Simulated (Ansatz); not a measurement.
# Ti2AlC: the cost of one run

Program: Ansatz 0.2.0. Level of theory: DFT PBEsol, scalar-relativistic, plane waves, PAW. These are calculated values, not measurements.

3 further runs of the same task are left out: 1 that didn't finish, 2 set aside as unsound or not needed.

### Step 1. The structure to begin with

The structure is hexagonal, space group P6_3/mmc (No. 194). The conventional cell has a = 3.038 Å, b = 3.038 Å, c = 13.637 Å, α = 90.00°, β = 90.00°, γ = 120.00°. Ti (site symmetry 3m) is surrounded by 3 C at 2.09 Å. Around Al (site symmetry -6m2) lie 6 Ti at 2.87 Å and 6 Al at 3.04 Å. C (site symmetry -3m) is surrounded by 6 Ti at 2.09 Å.

Structure file:

```cif
data_structure
_symmetry_space_group_name_H-M 'P6_3/mmc'
_symmetry_Int_Tables_number 194
_cell_length_a 3.0379
_cell_length_b 3.0379
_cell_length_c 13.6365
_cell_angle_alpha 90.000
_cell_angle_beta 90.000
_cell_angle_gamma 120.000
_cell_volume 108.99
loop_
_atom_site_label
_atom_site_type_symbol
_atom_site_symmetry_multiplicity
_atom_site_Wyckoff_symbol
_atom_site_fract_x
_atom_site_fract_y
_atom_site_fract_z
_atom_site_occupancy
Ti1 Ti 4 f 0.33333 0.66667 0.08328 1
Al1 Al 2 d 0.33333 0.66667 0.75000 1
C1 C 2 a 0.00000 0.00000 0.00000 1
```

It goes back to an entry of the Materials Project, which need not be the stable form.

It is the result of an earlier relaxation at this level (volume 13.62 Å³/atom; gap on the mesh: none (metal)).

### Step 2. Zero strain

Contents of input.yaml:

```yaml
crystal:
  lattice:
    - [3.0379098844, 0.0, 0.0]
    - [-1.5189549422, 2.6309071343, 0.0]
    - [0.0, 0.0, 13.636500221]
  atoms:
    - { symbol: Ti, position: [0.3333333333, 0.6666666667, 0.0832777513] }
    - { symbol: Ti, position: [0.6666666667, 0.3333333333, 0.5832777513] }
    - { symbol: Ti, position: [0.6666666667, 0.3333333333, 0.9167222487] }
    - { symbol: Ti, position: [0.3333333333, 0.6666666667, 0.4167222487] }
    - { symbol: Al, position: [0.3333333333, 0.6666666667, 0.75] }
    - { symbol: Al, position: [0.6666666667, 0.3333333333, 0.25] }
    - { symbol: C, position: [0.0, 0.0, 0.0] }
    - { symbol: C, position: [0.0, 0.0, 0.5] }
basis:
  ecutwfc: 420
kpoints:
  mp_grid: { grid: [12, 12, 4] }
hamiltonian:
  xc: pbesol
scf:
  occupations: { method: gaussian, width: 0.1 }
output:
  forces: true
  stress: true
  eigenvalues: true
```

Command:

```bash
$ ansatz run input.yaml --threads 2 --pin off --max-ram 5120MiB --backend cpu --events-out ev --progress --plain --runs-dir out
```

Q: Estimate wall time and peak memory on 2 threads of Intel Xeon 6975P-C (Granite Rapids), shared host.

About 3.4 s, with a peak of 0.53 GiB.
